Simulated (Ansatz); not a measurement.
**C₂H₈Al₂Cl₂: one species, many methods**

The task here is to estimate one member of a computed series from the others.

The runs use Ansatz 0.2.0, Gaussian basis; functionals in def2-TZVPP, the program's frozen cores in correlated methods.

The runs, in order: LDA (SPW92), PBE-D4, revPBE-D4, BLYP-D4, r2SCAN-D4, B97M-V, PBE0-D4, B3LYP-D4, r2SCANh-D4, r2SCAN0-D4, HSE06-D4, BHLYP-D4, CAM-B3LYP-D4, LC-ωPBE, ωB97X-V, ωB97M-V, B2PLYP, PBE-QIDH; CCSD(T)/def2-SVP; CCSD(T)/def2-TZVPP; MP2/def2-QZVPP; extrapolation to the limit; RPA on PBE.

## The geometry

All runs share one geometry, relaxed beforehand with PBE0-D4 in a triple-zeta def2 set.

SMILES `[CH3][Al@H-]1[Cl+][Al@@H-]([CH3])[Cl+]1`, 14 atoms, charge 0, spin multiplicity 1.

Atoms are counted from 1 here; the program's logs count them from 0.

Bond lengths: C1–Al2 1.939 Å, C1–H7 1.093 Å, C1–H8 1.094 Å, C1–H9 1.094 Å, Al2–Cl3 2.307 Å, Al2–Cl6 2.307 Å, Al2–H10 1.576 Å, Cl3–Al4 2.307 Å, Al4–C5 1.939 Å, Al4–Cl6 2.307 Å, Al4–H11 1.576 Å, C5–H12 1.093 Å, C5–H13 1.094 Å, C5–H14 1.094 Å. Angles: Al2–C1–H7 111.8°, Al2–C1–H8 111.1°, Al2–C1–H9 111.1°, H7–C1–H8 107.7°, H7–C1–H9 107.7°, H8–C1–H9 107.3°, C1–Al2–Cl3 108.8°, C1–Al2–Cl6 108.8°, C1–Al2–H10 127.6°, Cl3–Al2–Cl6 90.7°, Cl3–Al2–H10 107.4°, Cl6–Al2–H10 107.4°, Al2–Cl3–Al4 89.0°, Cl3–Al4–C5 108.8°, Cl3–Al4–Cl6 90.7°, Cl3–Al4–H11 107.4°, C5–Al4–Cl6 108.7°, C5–Al4–H11 127.6° and more.

The first run:

File in.yaml:

```yaml
crystal:
  periodic: [false, false, false]
  atoms:
    - {symbol: C, position_ang: [-1.421170, 1.703455, -1.195318]}
    - {symbol: Al, position_ang: [-1.034045, 1.414849, 0.682940]}
    - {symbol: Cl, position_ang: [1.246295, 1.184551, 0.943305]}
    - {symbol: Al, position_ang: [0.945823, -1.087002, 1.208881]}
    - {symbol: C, position_ang: [1.496498, -1.983461, -0.420267]}
    - {symbol: Cl, position_ang: [-1.344923, -0.818489, 1.169453]}
    - {symbol: H, position_ang: [-0.910236, 0.975690, -1.831313]}
    - {symbol: H, position_ang: [-2.494390, 1.622811, -1.393182]}
    - {symbol: H, position_ang: [-1.105911, 2.702101, -1.512856]}
    - {symbol: H, position_ang: [-1.566773, 2.242538, 1.913660]}
    - {symbol: H, position_ang: [1.351619, -1.445287, 2.688917]}
    - {symbol: H, position_ang: [1.061434, -1.515825, -1.307525]}
    - {symbol: H, position_ang: [2.584822, -1.961716, -0.532488]}
    - {symbol: H, position_ang: [1.190957, -3.034207, -0.414207]}
basis:
  gaussian: {orbitals: def2-TZVPP}
hamiltonian: {xc: lda}
output: {orbitals: {seedname: orbitals}}
```

On the command line:

```sh
ansatz run in.yaml --threads 2 --pin off --events-out ev --progress --plain --max-ram 31744MiB --backend cuda --devices 0, --max-vram 18GiB
```

Among the steps run: LDA; PBE-D4 (GGA); revPBE-D4 (GGA); BLYP-D4 (GGA); r2SCAN-D4 (meta-GGA); B97M-V (meta-GGA); PBE0-D4 (hybrid); B3LYP-D4 (hybrid); r2SCANh-D4 (hybrid); r2SCAN0-D4 (hybrid); HSE06-D4 (hybrid); BHLYP-D4 (hybrid); CAM-B3LYP-D4 (range-separated); LC-ωPBE (range-separated); ωB97X-V (range-separated); ωB97M-V (range-separated); B2PLYP (double hybrid); PBE-QIDH (double hybrid).

One of the session's tables, all rows but one given; the rest of the session is left out.

It belongs to the step «Frontier levels by functional». 

| functional | HOMO (eV) | gap (eV) |
| --- | --- | --- |
| LDA (SPW92) | ? | ? |
| PBE-D4 | -6.71 | 5.60 |
| revPBE-D4 | -6.67 | 5.70 |
| BLYP-D4 | -6.60 | 5.64 |
| r2SCAN-D4 | -7.01 | 6.31 |
| B97M-V | -7.11 | 6.28 |
| PBE0-D4 | -7.98 | 7.67 |
| B3LYP-D4 | -7.78 | 7.28 |
| r2SCANh-D4 | -7.48 | 7.03 |
| r2SCAN0-D4 | -8.18 | 8.11 |
| HSE06-D4 | -7.58 | 6.90 |
| BHLYP-D4 | -9.19 | 9.70 |
| CAM-B3LYP-D4 | -9.36 | 10.00 |
| LC-ωPBE | -10.73 | 12.49 |
| ωB97X-V | -10.37 | 11.99 |
| ωB97M-V | -10.18 | 11.49 |

Estimate the missing values for LDA (SPW92).

**Answer.** HOMO (eV): -6.79; gap (eV): 5.39. In the column «HOMO (eV)» it lies between r2SCAN-D4 (-7.01) and PBE-D4 (-6.71).
